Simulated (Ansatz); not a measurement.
Born–Oppenheimer molecular dynamics of a periodic cell of 20 atoms, Mg₂CrWO₆ (host Mg2CrWO6, host structure P1). It starts from an unrelaxed structure (largest force component 1.56 eV/Å).

Theory: DFT PBEsol, scalar-relativistic, plane waves, PAW (Ansatz 0.2.0). Settings: accuracy low, cutoff 420 eV, k mesh 2x2x1, fermi-dirac smearing 0.05 eV, spin collinear.

```
ensemble            : NVT, Nosé–Hoover chain
time step           : 1 fs
steps asked         : 200
set temperature     : 1400 K
starting velocities : zero
thermostat          : time constant 100 fs, chain length 1
seed                : 691904
```

Frames 5 fs apart, positions in Å.

Velocities at 60 fs (Å/ps):

```
Mg 0.75 -0.37 -0.25
Mg -0.38 -0.86 -0.06
Mg -0.40 1.70 0.24
Mg 0.22 0.92 0.48
Cr 0.00 0.04 -0.55
Cr -0.09 0.33 1.16
W 0.16 -0.39 -0.28
W -0.07 -0.42 -0.14
O -4.41 4.02 2.88
O -4.17 2.93 2.41
O -0.40 3.45 -2.20
O 0.61 4.03 -2.47
O 2.52 1.29 3.11
O 2.86 3.04 4.67
O 3.96 -2.73 -3.07
O 2.03 -1.93 -2.14
O -2.38 -1.58 -1.31
O -2.87 -2.31 -2.44
O -0.61 -0.95 0.32
O 1.80 -3.25 2.46
```

```xyz
20
Lattice="5.2897 0.0000 0.0000 -2.6197 4.9967 0.0000 -0.0263 -2.8222 8.7211" Properties=species:S:1:pos:R:3 time_fs=60 energy_less_start_eV=-0.128 T=97
Mg 2.658 -1.653 7.444
Mg 0.041 -0.260 3.108
Mg 2.661 1.463 5.245
Mg 0.069 2.862 0.903
Cr 0.046 0.428 6.520
Cr 2.679 1.854 2.191
W 2.667 -1.270 4.376
W 0.029 0.142 0.009
O 1.750 2.807 3.874
O -0.917 1.378 8.222
O -0.635 2.279 5.588
O 2.024 3.703 1.231
O -0.976 3.148 2.747
O 1.641 1.786 7.118
O 1.101 -0.016 4.896
O 3.729 1.399 0.552
O 3.575 -0.374 6.041
O 0.949 1.036 1.674
O 3.368 0.443 3.420
O 0.724 -0.941 7.805
20
Lattice="5.2897 0.0000 0.0000 -2.6197 4.9967 0.0000 -0.0263 -2.8222 8.7211" Properties=species:S:1:pos:R:3 time_fs=65 energy_less_start_eV=-0.498 T=257
Mg 2.662 -1.656 7.443
Mg 0.038 -0.265 3.107
Mg 2.660 1.474 5.247
Mg 0.069 2.869 0.906
Cr 0.046 0.430 6.518
Cr 2.679 1.857 2.196
W 2.668 -1.273 4.375
W 0.028 0.140 0.008
O 1.721 2.831 3.891
O -0.947 1.398 8.238
O -0.635 2.303 5.570
O 2.030 3.730 1.212
O -0.959 3.158 2.771
O 1.661 1.803 7.148
O 1.126 -0.034 4.878
O 3.747 1.384 0.538
O 3.559 -0.386 6.028
O 0.930 1.021 1.657
O 3.362 0.432 3.426
O 0.730 -0.964 7.820
20
Lattice="5.2897 0.0000 0.0000 -2.6197 4.9967 0.0000 -0.0263 -2.8222 8.7211" Properties=species:S:1:pos:R:3 time_fs=70 energy_less_start_eV=-0.653 T=339
Mg 2.666 -1.661 7.443
Mg 0.035 -0.270 3.102
Mg 2.662 1.486 5.251
Mg 0.069 2.879 0.909
Cr 0.044 0.435 6.518
Cr 2.680 1.862 2.201
W 2.668 -1.276 4.373
W 0.028 0.136 0.008
O 1.684 2.858 3.913
O -0.991 1.426 8.259
O -0.630 2.337 5.542
O 2.039 3.765 1.186
O -0.936 3.173 2.806
O 1.687 1.821 7.183
O 1.157 -0.057 4.859
O 3.776 1.361 0.521
O 3.538 -0.402 6.005
O 0.906 1.000 1.634
O 3.354 0.414 3.439
O 0.731 -0.995 7.838
20
Lattice="5.2897 0.0000 0.0000 -2.6197 4.9967 0.0000 -0.0263 -2.8222 8.7211" Properties=species:S:1:pos:R:3 time_fs=75 energy_less_start_eV=-0.329 T=226
Mg 2.670 -1.666 7.444
Mg 0.032 -0.275 3.095
Mg 2.665 1.500 5.256
Mg 0.067 2.890 0.912
Cr 0.041 0.442 6.519
Cr 2.682 1.869 2.205
W 2.669 -1.280 4.371
W 0.029 0.133 0.008
O 1.653 2.882 3.933
O -1.034 1.452 8.281
O -0.625 2.371 5.512
O 2.048 3.799 1.159
O -0.914 3.188 2.841
O 1.711 1.836 7.211
O 1.185 -0.077 4.841
O 3.809 1.338 0.503
O 3.516 -0.419 5.980
O 0.882 0.980 1.614
O 3.347 0.393 3.455
O 0.729 -1.026 7.855
20
Lattice="5.2897 0.0000 0.0000 -2.6197 4.9967 0.0000 -0.0263 -2.8222 8.7211" Properties=species:S:1:pos:R:3 time_fs=80 energy_less_start_eV=0.112 T=57
Mg 2.673 -1.671 7.446
Mg 0.028 -0.278 3.086
Mg 2.671 1.513 5.262
Mg 0.065 2.902 0.915
Cr 0.038 0.447 6.521
Cr 2.684 1.873 2.207
W 2.669 -1.283 4.370
W 0.029 0.130 0.009
O 1.644 2.894 3.948
O -1.057 1.468 8.299
O -0.624 2.394 5.490
O 2.049 3.817 1.144
O -0.901 3.200 2.862
O 1.724 1.843 7.216
O 1.199 -0.086 4.829
O 3.836 1.323 0.488
O 3.500 -0.430 5.961
O 0.864 0.967 1.606
O 3.342 0.379 3.471
O 0.727 -1.047 7.866
20
Lattice="5.2897 0.0000 0.0000 -2.6197 4.9967 0.0000 -0.0263 -2.8222 8.7211" Properties=species:S:1:pos:R:3 time_fs=85 energy_less_start_eV=0.008 T=103
Mg 2.676 -1.674 7.448
Mg 0.024 -0.278 3.077
Mg 2.678 1.524 5.268
Mg 0.062 2.911 0.917
Cr 0.034 0.451 6.523
Cr 2.687 1.877 2.207
W 2.668 -1.285 4.369
W 0.030 0.129 0.010
O 1.665 2.890 3.954
O -1.045 1.464 8.307
O -0.632 2.397 5.484
O 2.038 3.811 1.148
O -0.902 3.203 2.855
O 1.719 1.839 7.192
O 1.194 -0.078 4.824
O 3.847 1.324 0.478
O 3.493 -0.433 5.957
O 0.856 0.965 1.615
O 3.345 0.377 3.482
O 0.728 -1.052 7.869
20
Lattice="5.2897 0.0000 0.0000 -2.6197 4.9967 0.0000 -0.0263 -2.8222 8.7211" Properties=species:S:1:pos:R:3 time_fs=90 energy_less_start_eV=-0.453 T=306
Mg 2.679 -1.677 7.452
Mg 0.019 -0.276 3.068
Mg 2.685 1.532 5.273
Mg 0.058 2.919 0.917
Cr 0.030 0.453 6.524
Cr 2.689 1.877 2.205
W 2.668 -1.285 4.368
W 0.030 0.129 0.012
O 1.709 2.873 3.952
O -1.001 1.442 8.307
O -0.650 2.379 5.495
O 2.017 3.782 1.168
O -0.918 3.199 2.823
O 1.701 1.825 7.145
O 1.170 -0.055 4.826
O 3.840 1.341 0.476
O 3.496 -0.426 5.968
O 0.859 0.972 1.640
O 3.353 0.388 3.485
O 0.732 -1.040 7.863
20
Lattice="5.2897 0.0000 0.0000 -2.6197 4.9967 0.0000 -0.0263 -2.8222 8.7211" Properties=species:S:1:pos:R:3 time_fs=95 energy_less_start_eV=-0.563 T=380
Mg 2.681 -1.678 7.455
Mg 0.015 -0.273 3.061
Mg 2.693 1.537 5.278
Mg 0.054 2.924 0.917
Cr 0.027 0.454 6.525
Cr 2.692 1.877 2.203
W 2.667 -1.285 4.368
W 0.030 0.130 0.015
O 1.761 2.850 3.943
O -0.942 1.410 8.300
O -0.671 2.348 5.517
O 1.990 3.740 1.196
O -0.941 3.188 2.775
O 1.677 1.806 7.091
O 1.136 -0.026 4.834
O 3.821 1.368 0.479
O 3.508 -0.414 5.990
O 0.870 0.986 1.673
O 3.366 0.407 3.481
O 0.738 -1.018 7.850
20
Lattice="5.2897 0.0000 0.0000 -2.6197 4.9967 0.0000 -0.0263 -2.8222 8.7211" Properties=species:S:1:pos:R:3 time_fs=100 energy_less_start_eV=-0.195 T=259
Mg 2.683 -1.679 7.457
Mg 0.011 -0.269 3.057
Mg 2.699 1.539 5.282
Mg 0.051 2.928 0.916
Cr 0.024 0.455 6.526
Cr 2.695 1.875 2.200
W 2.667 -1.284 4.368
W 0.030 0.131 0.017
O 1.804 2.829 3.930
O -0.885 1.379 8.289
O -0.689 2.315 5.540
O 1.968 3.697 1.222
O -0.963 3.177 2.728
O 1.655 1.786 7.048
O 1.101 0.000 4.845
O 3.797 1.394 0.486
O 3.524 -0.401 6.016
O 0.884 1.001 1.702
O 3.378 0.426 3.473
O 0.741 -0.996 7.834
20
Lattice="5.2897 0.0000 0.0000 -2.6197 4.9967 0.0000 -0.0263 -2.8222 8.7211" Properties=species:S:1:pos:R:3 time_fs=105 energy_less_start_eV=0.256 T=91
Mg 2.684 -1.681 7.458
Mg 0.008 -0.266 3.055
Mg 2.705 1.538 5.284
Mg 0.048 2.929 0.915
Cr 0.023 0.457 6.528
Cr 2.697 1.875 2.197
W 2.666 -1.282 4.367
W 0.030 0.133 0.018
O 1.826 2.816 3.916
O -0.847 1.357 8.276
O -0.696 2.289 5.557
O 1.955 3.664 1.237
O -0.977 3.168 2.695
O 1.639 1.768 7.026
O 1.074 0.016 4.858
O 3.777 1.411 0.496
O 3.540 -0.392 6.036
O 0.900 1.013 1.719
O 3.386 0.439 3.464
O 0.739 -0.982 7.818
20
Lattice="5.2897 0.0000 0.0000 -2.6197 4.9967 0.0000 -0.0263 -2.8222 8.7211" Properties=species:S:1:pos:R:3 time_fs=110 energy_less_start_eV=0.386 T=43
Mg 2.684 -1.685 7.458
Mg 0.005 -0.264 3.056
Mg 2.708 1.534 5.286
Mg 0.045 2.929 0.914
Cr 0.022 0.460 6.531
Cr 2.699 1.877 2.194
W 2.666 -1.280 4.367
W 0.031 0.134 0.020
O 1.821 2.813 3.902
O -0.833 1.349 8.262
O -0.689 2.278 5.562
O 1.956 3.647 1.238
O -0.981 3.164 2.684
O 1.634 1.755 7.030
O 1.060 0.016 4.869
O 3.765 1.415 0.508
O 3.552 -0.391 6.044
O 0.913 1.018 1.720
O 3.386 0.440 3.455
O 0.731 -0.981 7.803
```

Of the whole run (200 fs, mean temperature of the second half 414 K): The conserved energy stayed within 0.3 meV per atom of its start (net change -0.056 meV per atom), so the integration is sound. The mean temperature of the second half is 70 % below the set value. A run of 0.2 ps of so small a system gives no equilibrium averages. No Hubbard correction was used and the magnetic state wasn't searched. Limits of this set-up: coarse k mesh, low accuracy level.

Run time: 12 min on 2 threads of Intel(R) Xeon(R) Gold 6455B (Sapphire Rapids), on a shared host, peak memory 1.2 GiB.
